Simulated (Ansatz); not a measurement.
Runs of Ansatz 0.2.0 on SBr3. It takes space group I4/mmm (No. 139, tetragonal). The conventional cell has a = 3.883 Å, b = 3.883 Å, c = 16.241 Å, α = 90.00°, β = 90.00°, γ = 90.00°. Br (site symmetry 4/mmm) is surrounded by 4 S at 2.75 Å. Around Br (site symmetry -4m2) lie 4 Br at 2.75 Å. S (site symmetry 4/mmm) is surrounded by 4 Br at 2.75 Å. The cell comes from a database or a generator and needn't be the stable form of this composition.

| level | gap on the mesh (eV) | pressure (GPa) | relaxed volume (Å³/atom) |
| --- | --- | --- | --- |
| r2SCAN+rVV10 | none | 0.0 | (a) |
| r2SCAN+D3(BJ)-ATM | none | 0.0 | (b) |
| r2SCAN+D3(BJ) | none | 0.0 | 26.10 |
| r2SCAN | none | 0.0 | 27.39 |
| r2SCAN+D4 | none | 0.0 | 26.32 |

Alike in all rows: task relaxation of cell and atoms; potentials or basis Ansatz PAW; no spin polarisation; cell relaxed; k mesh 10 × 10 × 10; cutoff (eV) 500; smearing fermi-dirac 0.05 eV.

**Question.** Estimate the missing entries.

**Answer.** (a) 25.76; (b) 26.30.

Caveats: the plane-wave basis is chosen anew once the cell has moved, so the energies of steps on either side of that aren't comparable; an odd number of electrons without spin polarisation forces a metal; a magnetic or distorted state may lie lower; the PAW data sets come from PBE, with cores solved anew for the run's functional, which leaves a small shift of forces and pressure; pairwise dispersion overbinds metals, which lowers pressure and volume (some runs); the volume moved by over 15 % at a fixed basis, so the end points are rough (some runs); the dispersion damping was fitted for another functional or another form of the correction (some runs).

A k mesh can miss the band edges, and the runs leave out spin-orbit coupling on Br.

A gap of «none» marks a metal or a gap under the smearing width.
